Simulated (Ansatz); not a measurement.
# C6H6O2: up Jacob's ladder to CCSD(T)

An exercise on one series of results from a longer session: the logs are not shown, and one member is left open.

The runs use Ansatz 0.2.0, Gaussian basis; functionals in def2-TZVPP, the program's frozen cores in correlated methods.

Plan: PBE-D4, r2SCAN-D4, PBE0-D4, B3LYP-D4, ωB97X-V, ωB97M-V, B2PLYP; CCSD(T)/def2-TZVPP; MP2/def2-QZVPP; extrapolation to the limit.

### The geometry

The geometry comes from an earlier relaxation with PBE0-D4 in a triple-zeta def2 set; it is a stationary point, not always the lowest conformer.

SMILES `C#CCOC(=O)C=C`, 14 atoms, charge 0, spin multiplicity 1.

Atoms are counted from 1 here; the program's logs count them from 0.

Bond lengths: C1–C2 1.199 Å, C1–H9 1.064 Å, C2–C3 1.453 Å, C3–O4 1.428 Å, C3–H10 1.091 Å, C3–H11 1.092 Å, O4–C5 1.348 Å, C5–O6 1.201 Å, C5–C7 1.477 Å, C7–C8 1.326 Å, C7–H12 1.084 Å, C8–H13 1.084 Å, C8–H14 1.083 Å. Angles: C2–C1–H9 179.5°, C1–C2–C3 179.3°, C2–C3–O4 112.1°, C2–C3–H10 110.3°, C2–C3–H11 110.0°, O4–C3–H10 105.4°, O4–C3–H11 109.6°, H10–C3–H11 109.4°, C3–O4–C5 115.6°, O4–C5–O6 123.8°, O4–C5–C7 110.2°, O6–C5–C7 126.0°, C5–C7–C8 120.4°, C5–C7–H12 117.0°, C8–C7–H12 122.6°, C7–C8–H13 120.1°, C7–C8–H14 121.5°, H13–C8–H14 118.3°.

Set-up of the first run:

File in.yaml:

```yaml
crystal:
  periodic: [false, false, false]
  atoms:
    - {symbol: C, position_ang: [-2.663130, 1.990132, 0.362039]}
    - {symbol: C, position_ang: [-1.713767, 1.479892, 0.886834]}
    - {symbol: C, position_ang: [-0.564957, 0.872933, 1.536245]}
    - {symbol: O, position_ang: [0.494261, 0.608676, 0.615409]}
    - {symbol: C, position_ang: [0.426261, -0.574497, -0.027909]}
    - {symbol: O, position_ang: [-0.435682, -1.389113, 0.161603]}
    - {symbol: C, position_ang: [1.556041, -0.709622, -0.969950]}
    - {symbol: C, position_ang: [1.687770, -1.803407, -1.707130]}
    - {symbol: H, position_ang: [-3.507973, 2.434904, -0.108474]}
    - {symbol: H, position_ang: [-0.142879, 1.556348, 2.274552]}
    - {symbol: H, position_ang: [-0.861880, -0.055662, 2.028974]}
    - {symbol: H, position_ang: [2.252803, 0.118285, -1.025355]}
    - {symbol: H, position_ang: [0.965256, -2.607669, -1.622106]}
    - {symbol: H, position_ang: [2.507864, -1.921190, -2.404723]}
basis:
  gaussian: {orbitals: def2-TZVPP}
hamiltonian: {xc: pbe, dispersion: d4}
output: {forces: true, orbitals: {seedname: orbitals}}
```

On the command line:

```console
$ ansatz run in.yaml --threads 2 --pin off --events-out ev --progress --plain --max-ram 22528MiB --backend cuda --devices 0, --max-vram 18GiB
```

Among the steps run: PBE-D4 (GGA); r2SCAN-D4 (meta-GGA); PBE0-D4 (hybrid); B3LYP-D4 (hybrid); ωB97X-V (range-separated); ωB97M-V (range-separated); B2PLYP (double hybrid); CCSD(T) in def2-TZVPP; MP2 in def2-QZVPP.

One table of the session follows, with a row left open; its other results are not shown here.

It belongs to the step «Atomisation energies». 

| method | atoms, summed (eV) | atomisation energy (kJ/mol) |
| --- | --- | --- |
| PBE-D4 | -10334.690 | 6609.4 |
| r2SCAN-D4 | -10343.437 | 6389.1 |
| PBE0-D4 | -10336.943 | 6419.8 |
| B3LYP-D4 | -10350.187 | 6355.7 |
| ωB97X-V | -10346.296 | 6349.2 |
| ωB97M-V | -10345.697 | 6372.1 |
| B2PLYP | -10341.896 | 6307.0 |
| HF/def2-TZVPP | -10307.264 | 4498.8 |
| MP2/def2-TZVPP | ? | ? |
| CCSD/def2-TZVPP | -10330.004 | 6043.3 |
| CCSD(T)/def2-TZVPP | -10330.491 | 6175.3 |
| MP2/CBS | -10329.190 | 6535.3 |
| CCSD(T)/CBS | -10333.912 | 6339.4 |

Estimate the missing values for MP2/def2-TZVPP.

The run gave: atoms, summed (eV): -10325.768; atomisation energy (kJ/mol): 6371.3. In the column «atoms, summed (eV)» it lies between MP2/CBS (-10329.190) and HF/def2-TZVPP (-10307.264).

Caveats from the session: Free atoms (6 C, 2 O, 6 H) were run apart at each level; the atomisation energy is their sum less the molecule, without zero-point or spin-orbit terms.
